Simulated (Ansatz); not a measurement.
# CH₆BNSZn: geometry and vibrations

The task is to find a stationary geometry of CH₆BNSZn, check the end point by its vibrations and derive ideal-gas thermochemistry, and look at its orbitals and charge.

Program: Ansatz 0.2.0, Gaussian basis. Level of theory: RKS PBE0-D4/def2-TZVP. These are calculated values, not measurements.

Levels to be run: relaxation at PBE0-D4/def2-TZVP; harmonic vibrations at the same level; a single point in def2-TZVPP for the fields.

### Step 1. Where the work starts

SMILES `B[S][Zn][CH2]N`, 11 atoms, charge 0, spin multiplicity 1.

Atoms are counted from 1 here; the program's logs count them from 0.

Bond lengths: B1–S2 1.738 Å, B1–H6 1.170 Å, B1–H7 1.184 Å, S2–Zn3 2.389 Å, Zn3–C4 2.138 Å, C4–N5 1.415 Å, C4–H8 1.087 Å, C4–H9 1.087 Å, N5–H10 1.011 Å, N5–H11 1.012 Å. Angles: S2–B1–H6 118.7°, S2–B1–H7 120.6°, H6–B1–H7 120.7°, B1–S2–Zn3 95.4°, S2–Zn3–C4 121.3°, Zn3–C4–N5 109.3°, Zn3–C4–H8 110.1°, Zn3–C4–H9 108.6°, N5–C4–H8 109.6°, N5–C4–H9 109.6°, H8–C4–H9 109.7°, C4–N5–H10 114.7°, C4–N5–H11 114.8°, H10–N5–H11 111.4°.

Geometry (Å):

```mol
CH6BNSZn
  3D, bonds by distance, orders not assigned

 11 10  0  0  0  0  0  0  0  0999 V2000
    0.7079    2.1956    0.5859 B   0  0
    1.9789    1.4625   -0.3453 S   0  0
    1.5316   -0.7689    0.3807 Zn  0  0
   -0.3717   -1.6840    0.0482 C   0  0
   -1.1322   -0.8763   -0.8308 N   0  0
    0.5077    3.3413    0.4579 H   0  0
    0.0459    1.5443    1.3208 H   0  0
   -0.2414   -2.6718   -0.3857 H   0  0
   -0.8868   -1.7685    1.0020 H   0  0
   -1.3767    0.0338   -0.4634 H   0  0
   -0.7633   -0.8080   -1.7702 H   0  0
  1  2  8  0
  2  3  8  0
  3  4  8  0
  4  5  8  0
  1  6  8  0
  1  7  8  0
  4  8  8  0
  4  9  8  0
  5 10  8  0
  5 11  8  0
M  END
```

The start is a GFN2-xTB geometry.

### Step 2. Geometry optimisation, PBE0-D4/def2-TZVP

in.yaml reads:

```yaml
crystal:
  periodic: [false, false, false]
  atoms:
    - {symbol: B, position_ang: [0.707950, 2.195590, 0.585880]}
    - {symbol: S, position_ang: [1.978880, 1.462520, -0.345290]}
    - {symbol: Zn, position_ang: [1.531640, -0.768870, 0.380670]}
    - {symbol: C, position_ang: [-0.371730, -1.683960, 0.048180]}
    - {symbol: N, position_ang: [-1.132170, -0.876320, -0.830770]}
    - {symbol: H, position_ang: [0.507740, 3.341260, 0.457930]}
    - {symbol: H, position_ang: [0.045870, 1.544260, 1.320750]}
    - {symbol: H, position_ang: [-0.241350, -2.671760, -0.385710]}
    - {symbol: H, position_ang: [-0.886790, -1.768530, 1.001960]}
    - {symbol: H, position_ang: [-1.376700, 0.033820, -0.463450]}
    - {symbol: H, position_ang: [-0.763330, -0.808000, -1.770160]}
basis:
  gaussian: {orbitals: def2-TZVP}
hamiltonian: {xc: pbe0, dispersion: d4}
relax: {f_tol: 0.005, max_steps: 150}
```

On the command line:

```sh
ansatz run in.yaml --threads 2 --pin off --events-out ev --progress --plain --max-ram 22528MiB --backend cuda --devices 0, --max-vram 18GiB
```

After this run come: Force constants and modes; Orbitals, density and potential.

Q: Predict the results of all the runs planned. Wanted: point group; shift from the start; total energy; dispersion term; dipole moment; lowest, highest wavenumber; zero-point energy; HOMO, LUMO.

As calculated:

```
                  quantity            value
               point group               C1
                     steps               37
shift from the start (rms)          0.633 Å
              total energy   -62544.1248 eV
           dispersion term         -187 meV
             dipole moment           1.21 D
lowest, highest wavenumber    19, 3618 cm⁻¹
         zero-point energy    48.1 kcal/mol
       entropy at 298.15 K  394.4 J/(mol K)
                HOMO, LUMO  -6.15, -1.20 eV
```

In words: The atoms moved 0.63 Å (rms) from the start; the bond that changed most is S2–Zn3, from 2.389 to 2.205 Å. No mode is imaginary: a true minimum at this level. The stiffest mode, 3618 cm⁻¹, is an N–H stretch, and 4 modes under 200 cm⁻¹ make the vibrational entropy uncertain. Harmonic hybrid wavenumbers usually lie a few per cent above measured fundamentals. The largest Mulliken charge, -0.50 e, sits on N5. The HOMO lies mostly on N5 41 %; C4 15 % and the LUMO on B1 47 %; S2 21 %.
